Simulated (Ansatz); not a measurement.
# Si2Ge3H12: how energies converge with the basis set

The task here is to estimate one member of a computed series from the others.

The runs use Ansatz 0.2.0, Gaussian basis; one geometry, several basis sets.

The runs, in order: PBE0-D4/def2-SVP; ωB97M-V/def2-SVP; PBE0-D4/def2-QZVPP; ωB97M-V/def2-QZVPP; the functionals' def2-TZVPP values are taken from earlier runs.

## Structure used throughout

An earlier PBE0-D4 in a triple-zeta def2 set relaxation fixed the geometry.

17 atoms, charge 0, spin multiplicity 1.

Atoms are counted from 1 here; the program's logs count them from 0.

Bond lengths: Si1–Ge2 2.379 Å, Si1–H6 1.487 Å, Si1–H7 1.487 Å, Si1–H8 1.487 Å, Ge2–Si3 2.381 Å, Ge2–H9 1.541 Å, Ge2–H10 1.540 Å, Si3–Ge4 2.380 Å, Si3–H11 1.489 Å, Si3–H12 1.489 Å, Ge4–Ge5 2.424 Å, Ge4–H13 1.540 Å, Ge4–H14 1.541 Å, Ge5–H15 1.538 Å, Ge5–H16 1.537 Å, Ge5–H17 1.538 Å. Angles: Ge2–Si1–H6 111.3°, Ge2–Si1–H7 109.7°, Ge2–Si1–H8 109.3°, H6–Si1–H7 108.9°, H6–Si1–H8 108.9°, H7–Si1–H8 108.6°, Si1–Ge2–Si3 109.8°, Si1–Ge2–H9 109.2°, Si1–Ge2–H10 110.4°, Si3–Ge2–H9 108.8°, Si3–Ge2–H10 110.9°, H9–Ge2–H10 107.8°, Ge2–Si3–Ge4 108.2°, Ge2–Si3–H11 109.7°, Ge2–Si3–H12 110.5°, Ge4–Si3–H11 110.5°, Ge4–Si3–H12 109.5°, H11–Si3–H12 108.5° and more.

The first run:

in.yaml reads:

```yaml
crystal:
  periodic: [false, false, false]
  atoms:
    - {symbol: Si, position_ang: [0.662623, 1.826748, -1.829397]}
    - {symbol: Ge, position_ang: [1.802836, 0.880967, 0.032277]}
    - {symbol: Si, position_ang: [1.293743, -1.438808, 0.197975]}
    - {symbol: Ge, position_ang: [-1.068070, -1.693518, 0.058853]}
    - {symbol: Ge, position_ang: [-2.151794, -0.168373, 1.600057]}
    - {symbol: H, position_ang: [0.955450, 3.278486, -1.960114]}
    - {symbol: H, position_ang: [1.080347, 1.135811, -3.078134]}
    - {symbol: H, position_ang: [-0.802949, 1.644898, -1.653813]}
    - {symbol: H, position_ang: [1.336573, 1.584555, 1.321704]}
    - {symbol: H, position_ang: [3.321521, 1.101958, -0.100615]}
    - {symbol: H, position_ang: [1.963284, -2.180331, -0.906096]}
    - {symbol: H, position_ang: [1.777463, -1.986303, 1.495250]}
    - {symbol: H, position_ang: [-1.494848, -3.140051, 0.371695]}
    - {symbol: H, position_ang: [-1.530609, -1.363809, -1.373476]}
    - {symbol: H, position_ang: [-1.677325, -0.444700, 3.036557]}
    - {symbol: H, position_ang: [-3.680947, -0.319088, 1.547614]}
    - {symbol: H, position_ang: [-1.787289, 1.281587, 1.239661]}
basis:
  gaussian: {orbitals: def2-SVP}
hamiltonian: {xc: pbe0, dispersion: d4}
output: {orbitals: {seedname: orbitals}}
```

Among the steps run: PBE0-D4 in def2-SVP; ωB97M-V in def2-SVP; PBE0-D4 in def2-QZVPP; ωB97M-V in def2-QZVPP.

One of the session's tables, all rows but one given; the rest of the session is left out.

It belongs to the step «Functionals by basis». 

```
functional       basis  HOMO (eV)  LUMO (eV)
   PBE0-D4    def2-SVP      -7.80      -0.12
   PBE0-D4  def2-TZVPP      -7.76      -0.35
   PBE0-D4  def2-QZVPP      -7.76      -0.46
   ωB97M-V    def2-SVP      -9.70       1.69
   ωB97M-V  def2-TZVPP      -9.70       1.28
   ωB97M-V  def2-QZVPP          ?          ?
```

**Question.** Estimate the row for ωB97M-V, def2-QZVPP.

The run gave: HOMO (eV): -9.69; LUMO (eV): 0.94. In the column «HOMO (eV)» it lies between ωB97M-V, def2-TZVPP (-9.70) and PBE0-D4, def2-SVP (-7.80).
